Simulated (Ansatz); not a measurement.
# H4O2Zn: the cost of one run

Program: Ansatz 0.2.0. Level of theory: RKS BLYP-D4/def2-SVP. These are calculated values, not measurements.

1 further run of the same task is left out (it didn't finish).

## 1. The starting structure

Bond lengths: Zn1–O2 2.140 Å, O2–H3 1.010 Å, Zn1–O4 1.790 Å, O4–H5 1.010 Å. Angles: Zn1–O2–H3 109.5°, O2–Zn1–O4 180.0°, Zn1–O4–H5 109.5°.

Structure file:

```xyz
7

Zn    0.0000    0.0000    0.0000
O     0.0000    0.0000    2.1400
H    -0.9095   -0.2814    2.4771
O     0.0000    0.0000   -1.7900
H     0.2547   -0.9174   -2.1271
H     1.7100   -0.4746    0.5897
H     1.3229   -0.3672    1.5381
```

## 2. Pulling towards end A

Springs on the bonds that form and break draw the guess towards this end; the thresholds are loose.

input.yaml

```yaml
crystal:
  periodic: [false, false, false]
  atoms:
    - { symbol: Zn, position_ang: [0.0, 0.0, 0.0] }
    - { symbol: O, position_ang: [0.0, 0.0, 2.14] }
    - { symbol: H, position_ang: [-0.9095, -0.2814, 2.4771] }
    - { symbol: O, position_ang: [0.0, 0.0, -1.79] }
    - { symbol: H, position_ang: [0.2547, -0.9174, -2.1271] }
    - { symbol: H, position_ang: [1.71, -0.4746, 0.5897] }
    - { symbol: H, position_ang: [1.3229, -0.3672, 1.5381] }
basis:
  gaussian: { orbitals: def2-SVP }
hamiltonian:
  xc: blyp
  dispersion: d4
relax:
  f_tol: 0.15
  max_steps: 25
  restrain:
    - { distance: [0, 5], at: 2.77, k: 30.0 }
    - { distance: [6, 1], at: 2.21, k: 30.0 }
    - { distance: [0, 1], at: 1.79, k: 30.0 }
    - { distance: [6, 5], at: 0.66, k: 30.0 }
```

Launch:

```
ansatz run input.yaml --threads 1 --pin off --max-ram 2048MiB --backend cpu --events-out ev --progress --plain --runs-dir out
```

**Question.** How long does this run take on 1 thread of Arm Neoverse V2, shared host, and how much memory does it need?

About 21 s, with a peak of 0.14 GiB.
